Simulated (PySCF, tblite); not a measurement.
# C6H6FNO+ (doublet): geometry, infrared bands and EPR parameters

Aim: predict the infrared bands and EPR parameters of C6H6FNO+ (doublet) (`N#C[C@@H]1[CH+][CH]O[C@@H](F)C1`).

Computed with tblite 0.8.0 and PySCF 2.14.0, with density-fitted response routines of our own, on a single molecule in the gas phase. Atoms count from 0, in the outputs and in this text.

## (1) Starting geometry

15 atoms, charge 1, multiplicity 2; geometry from: force field or distance geometry start.

Bonds of the start (Å): N0–C1 1.14, C1–C2 1.45, C2–C3 1.51, C3–C4 1.51, C4–O5 1.38, O5–C6 1.37, C6–F7 1.40, C6–C8 1.49, C8–C2 1.52, C2–H9 1.12, C3–H10 1.08, C4–H11 1.12, C6–H12 1.11, C8–H13 1.09, C8–H14 1.13.

## (2) Geometry optimisation with GFN2-xTB

Job settings and geometry (Å):

```
{"job": {"kind": "relax", "xc": "GFN2-xTB", "basis": "xTB"}, "charge": 1, "multiplicity": 2}
N     -3.129100    -1.398300     0.221300
C     -2.113200    -0.896300     0.297200
C     -0.809400    -0.271800     0.399200
C     -0.790800     1.152400    -0.094100
C      0.528000     1.857100     0.107100
O      1.505600     0.935500     0.438800
C      1.540200    -0.209400    -0.305300
F      2.444900    -1.056800     0.353300
C      0.261300    -0.971000    -0.415600
H     -0.424700    -0.218000     1.448400
H     -1.648200     1.634800    -0.538900
H      0.363800     2.444400     1.051000
H      1.980000    -0.065500    -1.312400
H      0.365500    -2.033600    -0.179600
H     -0.078300    -0.895600    -1.492300
```

On the command line:

```console
$ OMP_NUM_THREADS=1 python probes_run.py task.json out
```

One launch serves the whole session: the jobs run in the order shown.

**Question.** This job is followed by: GFN2-xTB harmonic vibrations, gas phase; UKS B3LYP, pcH-1 on C F H N O, non-relativistic, mean-field spin-orbit, GIAO. Predict these results of the whole session: strongest single infrared mode (GFN2-xTB); zero-point energy (GFN2-xTB); g(iso) (B3LYP); ⟨S²⟩; largest a(iso).

As calculated:

```
                                 quantity                  value
strongest single infrared mode (GFN2-xTB)  1490 cm⁻¹, 431 km/mol
             zero-point energy (GFN2-xTB)          67.1 kcal/mol
                           g(iso) (B3LYP)                2.00353
                                     ⟨S²⟩     0.754 (exact 0.75)
                           largest a(iso)    1H on H9, 150.3 MHz
```

What this shows: The optimisation took 73 steps and gained 2.353 eV; among the close pairs (by a distance rule), C3–C4 changed most, from 1.509 to 1.379 Å. No mode is imaginary among the 39: a minimum at this level. The strongest single mode, at 1490 cm⁻¹, moves mainly C4 and C3. Unscaled tight-binding wavenumbers are off by several per cent, some by more. Its intensities can rank the bands wrongly. C3 carries the largest spin population, 0.59 e. The isotropic g lies 1.2 ppt above the free-electron value.
